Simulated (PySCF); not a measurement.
**One shape, several levels: doublet CH3ClF2STi+**

Aim: a comparison of 6 runs (U-r2SCAN/6-31G*, U-wB97X/6-31G*, UBHLYP/6-31G*, UM06-2X/6-31G*, UPBE/6-31G*, UTPSS/6-31G*) of doublet CH3ClF2STi+. 

The results are computed with PySCF 2.14.0.

1 further run of the same task is left out (set aside as unsound or not needed).

**1. The molecule**

CH3ClF2STi+: 9 atoms, total charge +1, spin state doublet. As SMILES of the parent species, `C[S][Ti]([F])([F])[Cl]`. The shape is that of a PBE0-D4/def2-TZVP optimisation. This is one conformer, not always the lowest. That shape belongs to the parent species and isn't relaxed for this state.

Bond lengths: C1–S2 1.821 Å, S2–Ti3 2.243 Å, Ti3–F4 1.750 Å, Ti3–F5 1.739 Å, Ti3–Cl6 2.192 Å, C1–H7 1.090 Å, C1–H8 1.090 Å, C1–H9 1.089 Å. Some angles: C1–S2–Ti3 97.5°, S2–Ti3–F4 107.5°, S2–Ti3–F5 106.3°, S2–Ti3–Cl6 107.8°, F4–Ti3–F5 113.6°, F4–Ti3–Cl6 108.6°, F5–Ti3–Cl6 112.7°, S2–C1–H7 107.0°, S2–C1–H8 111.6°, S2–C1–H9 109.7°.

**2. A single-point energy at U-r2SCAN/6-31G(d) (spherical functions) (run 1)**

The input, run.py:

```python
from pyscf import gto, dft

mol = gto.M(
    atom=[
    ('C', (-1.301000, 0.453900, 0.690100)),
    ('S', (-0.747700, 0.606000, -1.038600)),
    ('Ti', (1.206400, -0.471800, -0.815200)),
    ('F', (0.870500, -2.022400, -0.076700)),
    ('F', (1.884300, -0.592500, -2.412500)),
    ('Cl', (2.463600, 0.693600, 0.550200)),
    ('H', (-2.383900, 0.574700, 0.688900)),
    ('H', (-1.060000, -0.525400, 1.104300)),
    ('H', (-0.843800, 1.237500, 1.292300)),
],
    charge=1,
    spin=1,
    max_memory=1860,
    verbose=3,
    basis='6-31g*',
)

mf = dft.UKS(mol, xc='r2scan')
mf.conv_tol = 1e-10
mf.grids.level = 5
mf.kernel()
if not mf.converged:
    mf = mf.newton().run(mf.mo_coeff, mf.mo_occ)

etot = mf.e_tot
print('Final energy', etot)
```

Run with:

```bash
$ OMP_NUM_THREADS=1 python run.py
```

Log:

```text
WARN: HOMO -0.308142774980731 >= LUMO -0.308142774980732

converged SCF energy = -1947.06942774831  <S^2> = 0.75731855  2S+1 = 2.0073052
Final energy -1947.069427748309
```

Run time: 2.8 min. Hardware: 1 thread of Intel Xeon Platinum 8259CL at 2.50GHz (Skylake/Cascade Lake), shared host; peak memory 0.71 GiB.

**3. The energy at U-wB97X/6-31G(d) (spherical functions) (run 2)**

The input, calc.py:

```python
from pyscf import gto, dft

system = gto.M(
    atom=[
    ('C', (-1.301000, 0.453900, 0.690100)),
    ('S', (-0.747700, 0.606000, -1.038600)),
    ('Ti', (1.206400, -0.471800, -0.815200)),
    ('F', (0.870500, -2.022400, -0.076700)),
    ('F', (1.884300, -0.592500, -2.412500)),
    ('Cl', (2.463600, 0.693600, 0.550200)),
    ('H', (-2.383900, 0.574700, 0.688900)),
    ('H', (-1.060000, -0.525400, 1.104300)),
    ('H', (-0.843800, 1.237500, 1.292300)),
],
    charge=1,
    verbose=3,
    basis='6-31g*',
    max_memory=1860,
    spin=1,
)

ks = dft.UKS(system, xc='wb97x')
ks.conv_tol = 1e-10
ks.grids.level = 5
ks.kernel()
if not ks.converged:
    ks = ks.newton().run(ks.mo_coeff, ks.mo_occ)

e_final = ks.e_tot
print(f'total energy: {e_final:.8f} hartree')
```

Run with:

```bash
$ OMP_NUM_THREADS=1 python calc.py
```

Log:

```text
WARN: HOMO -0.327499442842146 >= LUMO -0.327499442842147

converged SCF energy = -1947.15932663397  <S^2> = 0.75631356  2S+1 = 2.0063036
total energy: -1947.15932663 hartree
```

Wall time 4.3 min (1 thread of Intel Xeon Platinum 8259CL at 2.50GHz (Skylake/Cascade Lake), shared host); peak memory 0.7 GiB.

Runs 3 to 4 aren't shown in full; the table further down has their settings and results.

**4. A single-point energy at UPBE/6-31G(d) (spherical functions) (run 5)**

The input, input.py:

```python
from pyscf import gto, dft

mol = gto.Mole()
mol.atom = '''
C     -2.458534     0.857747     1.304100
S     -1.412948     1.145174    -1.962670
Ti     2.279766    -0.891573    -1.540505
F      1.645007    -3.821782    -0.144942
F      3.560811    -1.119663    -4.558964
Cl     4.655529     1.310714     1.039727
H     -4.504918     1.086026     1.301832
H     -2.003110    -0.992862     2.086825
H     -1.594551     2.338536     2.442093
'''
mol.unit = 'bohr'
mol.spin = 1
mol.basis = '6-31g*'
mol.verbose = 3
mol.max_memory = 1860
mol.charge = 1
mol.build()

calc0 = dft.UKS(mol, xc='pbe')
calc0.conv_tol = 1e-10
calc0.grids.level = 5
calc0.kernel()
if not calc0.converged:
    calc0 = calc0.newton().run(calc0.mo_coeff, calc0.mo_occ)

e_tot = calc0.e_tot
print('Final energy', e_tot)
```

Run with:

```bash
$ OMP_NUM_THREADS=1 python input.py
```

Log:

```text
converged SCF energy = -1946.44225139842  <S^2> = 0.7541952  2S+1 = 2.0041908
Final energy -1946.442251398419
```

Run time: 94 s. Hardware: 1 thread of Intel Xeon Platinum 8259CL at 2.50GHz (Skylake/Cascade Lake), shared host; peak memory 0.7 GiB.

**5. The energy at UTPSS/6-31G(d) (spherical functions) (run 6)**

The input, job.py:

```python
from pyscf import gto, dft

molecule = gto.Mole()
molecule.atom = '''
C       -1.301000       0.453900       0.690100
S       -0.747700       0.606000      -1.038600
Ti       1.206400      -0.471800      -0.815200
F        0.870500      -2.022400      -0.076700
F        1.884300      -0.592500      -2.412500
Cl       2.463600       0.693600       0.550200
H       -2.383900       0.574700       0.688900
H       -1.060000      -0.525400       1.104300
H       -0.843800       1.237500       1.292300
'''
molecule.charge = 1
molecule.spin = 1
molecule.max_memory = 1860
molecule.basis = '6-31g*'
molecule.verbose = 3
molecule.build()

mf = dft.UKS(molecule, xc='tpss')
mf.conv_tol = 1e-10
mf.grids.level = 5
mf.kernel()
if not mf.converged:
    mf = mf.newton().run(mf.mo_coeff, mf.mo_occ)

e_final = mf.e_tot
print('E(%s) = %.9f' % ('TPSS', e_final))
```

Run with:

```bash
$ OMP_NUM_THREADS=1 python job.py
```

Log:

```text
converged SCF energy = -1947.36790478222  <S^2> = 0.75530377  2S+1 = 2.0052968
E(TPSS) = -1947.367904782
```

Run time: 2.7 min. Hardware: 1 thread of Intel Xeon Platinum 8259CL at 2.50GHz (Skylake/Cascade Lake), shared host; peak memory 0.71 GiB.

**6. The series**

```csv
run,level,energy (Eh),HOMO energy (eV),LUMO energy (eV),⟨S²⟩,wall time
1,U-r2SCAN/6-31G* (spherical functions),-1947.069428,-13.70,-12.45,0.757,2.8 min
2,U-wB97X/6-31G* (spherical functions),-1947.159327,-17.05,-9.72,0.756,4.3 min
3,UBHLYP/6-31G* (spherical functions),-1947.082795,-15.96,-10.86,0.757,1.9 min
4,UM06-2X/6-31G* (spherical functions),-1947.030992,-16.01,-10.96,0.756,3.4 min
5,UPBE/6-31G* (spherical functions),-1946.442251,-13.36,-12.51,0.754,94 s
6,UTPSS/6-31G* (spherical functions),-1947.367905,-13.48,-12.48,0.755,2.7 min
```

**7. Summary of results**

| quantity | value |
| --- | --- |
| run 6: total energy | -1947.36790 Eh |
| run 6: HOMO energy (highest over α and β) | -13.48 eV |
| run 6: LUMO energy (lowest over α and β) | -12.48 eV |
| run 6: ⟨S²⟩ | 0.755 |

In words: Totals of different functionals can't be ranked against each other. All runs together took 17 min, the longest 4.3 min.
